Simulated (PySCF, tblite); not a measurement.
# CH₁₁FSi₄: geometry, infrared bands and NMR shifts

Aim: predict the infrared bands and NMR shifts of CH₁₁FSi₄ (`F[Si@@H]([SiH3])[SiH2]C[SiH3]`).

Programs: tblite 0.8.0 and PySCF 2.14.0, with density-fitted response routines of our own. Each step states its level of theory. These are calculated values for one molecule in the gas phase, unless marked as measured. Atoms are numbered from 0 throughout.

### 1 The starting structure

17 atoms, charge 0, multiplicity 1; geometry from: force field or distance geometry start.

Bonds of the start (Å): F0–Si1 1.70, Si1–Si2 2.19, Si1–Si3 2.23, Si3–C4 1.88, C4–Si5 1.86, Si1–H6 1.46, Si2–H7 1.47, Si2–H8 1.48, Si2–H9 1.48, Si3–H10 1.47, Si3–H11 1.48, C4–H12 1.10, C4–H13 1.11, Si5–H14 1.48, Si5–H15 1.48, Si5–H16 1.44.

### 2 Relaxing the molecule with GFN2-xTB

Job settings and geometry (Å):

```
{"job": {"kind": "relax", "xc": "GFN2-xTB", "basis": "xTB"}, "charge": 0, "multiplicity": 1}
F     -0.970200    -1.574900     2.010400
Si    -1.352500    -1.259200     0.388900
Si    -2.282600     0.722300     0.277100
Si     0.592000    -1.158300    -0.704400
C      1.811900    -0.489800     0.554100
Si     1.557500     1.348000     0.615500
H     -2.203500    -2.354600    -0.055800
H     -1.234800     1.743600     0.097400
H     -3.027400     1.086700     1.498300
H     -3.144300     0.790500    -0.920800
H      0.438200    -0.175900    -1.781100
H      1.004400    -2.480700    -1.212500
H      2.848900    -0.775400     0.322000
H      1.502600    -0.899800     1.539700
H      0.573800     1.683400     1.670000
H      2.835100     1.986100     0.990800
H      1.043700     1.819900    -0.649800
```

Launch:

```sh
> OMP_NUM_THREADS=1 python probes_run.py task.json out
```

This one command runs all jobs of the session in turn.

**Question.** This job is followed by: GFN2-xTB harmonic vibrations, gas phase; GIAO PBE0/pcSseg-1 NMR shielding, non-relativistic, gas phase. What will the session give for the following? strongest single infrared mode (GFN2-xTB); zero-point energy (GFN2-xTB); 13C shifts against TMS (PBE0/pcSseg-1); 1H shifts against TMS (PBE0/pcSseg-1, means over atoms taken as alike); 19F shifts against CFCl3 (PBE0/pcSseg-1); 29Si shifts against TMS (PBE0/pcSseg-1); surface potential, 1st and 99th percentile.

As calculated:

| quantity | value |
| --- | --- |
| strongest single infrared mode (GFN2-xTB) | 798 cm⁻¹, 695 km/mol |
| zero-point energy (GFN2-xTB) | 63.8 kcal/mol |
| 13C shifts against TMS (PBE0/pcSseg-1) | -15.2 ppm |
| 1H shifts against TMS (PBE0/pcSseg-1, means over atoms taken as alike) | 6.29, 4.50, 4.12, 3.81, 3.63, 0.17, 0.15 ppm |
| 19F shifts against CFCl3 (PBE0/pcSseg-1) | -277.4 ppm |
| 29Si shifts against TMS (PBE0/pcSseg-1) | 29.1, -70.2, -74.6, -112.4 ppm |
| surface potential, 1st and 99th percentile | -1.12 V and 1.57 V |

Over 84 steps the energy fell by 0.683 eV; of the close pairs, Si1–Si2 changed most, 2.192 to 2.316 Å. The lowest mode is imaginary (38i cm⁻¹), so the xTB geometry is not a minimum. The strongest single mode, at 798 cm⁻¹, is spread over many atoms; the largest shares are those of H15, H14. GFN2-xTB is a fitted tight-binding method: band positions and strengths are rough. Its intensities can rank the bands wrongly. At PBE0/pcSseg-1: Shielding is most anisotropic at Si1 (span 246 ppm, paramagnetic term -558 ppm). By nearest atom (PBE0/pcSseg-1), the HOMO sits on Si1 27 %; Si3 20 % and the LUMO on Si1 30 %; F0 12 %.
